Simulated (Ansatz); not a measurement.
**SnH− (singlet): the correlation ladder at distance Sn1–H2 = 1.624 Å, def2-SVPD**

How much of the correlation energy of SnH− (singlet) does each wave-function method recover here?

Computed with Ansatz 0.2.0, Gaussian basis. Level: def2-SVPD, core rule «outside noble gas», up to 9 orbitals frozen.

Plan: UHF; CCSD(T) on RHF; CCSD(T) on UHF; BCCD(T) on RHF; CISD; CCSDT(Q) on RHF; CCSDT(Q) on UHF; CASSCF and MRCISD+Q, 2 electrons in 2 orbitals; CASSCF and NEVPT2, 2 electrons in 2 orbitals; CASSCF and MRCISD+Q, 6 electrons in 5 orbitals; CASSCF and NEVPT4(SD), 6 electrons in 5 orbitals; CASSCF and NEVPT2, 6 electrons in 5 orbitals; Full CI.

19 further runs of the same task are left out: 11 that didn't finish, 8 set aside as unsound or not needed. Runs told in other sessions of the task aren't counted.

## (1) What is computed

The geometry derives from a PBE0/def2-TZVPD stationary point (not a proven minimum). One bond is set to the value named and the two fragments are kept rigid. No spin-orbit coupling is included. Elements past krypton take def2 core potentials.

2 atoms, charge -1, spin multiplicity 1.

Atoms are counted from 1 here; the program's logs count them from 0.

Bond lengths: Sn1–H2 1.624 Å.

Coordinates:

```
Sn    0.0000    0.0000    0.0000
H     0.0000    0.0000    1.6240
```

## (2) UHF

Contents of in.yaml:

```yaml
crystal:
  periodic: [false, false, false]
  atoms:
    - {symbol: Sn, position_ang: [0.000000, 0.000000, 0.000000]}
    - {symbol: H, position_ang: [0.000000, 0.000000, 1.624000]}
basis:
  gaussian: {orbitals: def2-SVPD}
total_charge: -1
magnetization: {spin_polarized: true, initial_magnetization: 0}
hamiltonian: {xc: hf}
output: {orbitals: {seedname: orbitals}}
```

Started as:

```console
$ ansatz run in.yaml --threads 1 --pin off --events-out ev --progress --plain --max-ram 2393MiB
```

Further steps of the session: CCSD(T) on RHF; CCSD(T) on UHF; BCCD(T) on RHF; CISD; CCSDT(Q) on RHF; CCSDT(Q) on UHF; CASSCF and MRCISD+Q, 2 electrons in 2 orbitals; CASSCF and NEVPT2, 2 electrons in 2 orbitals; CASSCF and MRCISD+Q, 6 electrons in 5 orbitals; CASSCF and NEVPT4(SD), 6 electrons in 5 orbitals; CASSCF and NEVPT2, 6 electrons in 5 orbitals; Full CI.

Before running them: what should the planned runs give, taken together? Wanted: FCI from the RHF energy; RMP2 from FCI; RCCSD from FCI; RCCSD(T) from FCI; RCCSDT(Q) from FCI; NEVPT2 pair from FCI; MRCISD+Q pair from FCI; NEVPT2 valence from FCI; T1 diagnostic.

**Answer**, as computed:

| quantity | value |
| --- | --- |
| FCI from the RHF energy | -3.0347 eV |
| RMP2 from FCI | +92.3 kJ/mol |
| RCCSD from FCI | +25.5 kJ/mol |
| RCCSD(T) from FCI | +13.4 kJ/mol |
| RCCSDT(Q) from FCI | -0.4 kJ/mol |
| NEVPT2 pair from FCI | +53.1 kJ/mol |
| MRCISD+Q pair from FCI | -2.2 kJ/mol |
| NEVPT2 valence from FCI | +64.1 kJ/mol |
| levels within 1 kcal/mol (43 meV) | RCCSDT, RCCSDT(Q), MRCISD+Q pair, MRCISD+Q valence |
| T1 diagnostic | 0.013 |
| effectively unpaired electrons | 2.04 |

In words: RCCSD(T) misses by +13.4 kJ/mol, 4.6 % of the correlation energy. RCCSDT(Q), MRCISD+Q pair, MRCISD+Q valence fall below full CI, which methods that aren't variational can do. The occupations show strong static correlation (2.0 unpaired electrons where one determinant has 0). Of the multireference levels listed MRCISD+Q pair comes nearest in total energy (-2.2 kJ/mol), which doesn't show that its space is the better one. These misses are within one basis, not against nature.

The restricted and unrestricted ladders end 0.79 eV apart at CCSDT(Q), which points to two states or an unsound top rung; rows of one don't measure the error of the other.
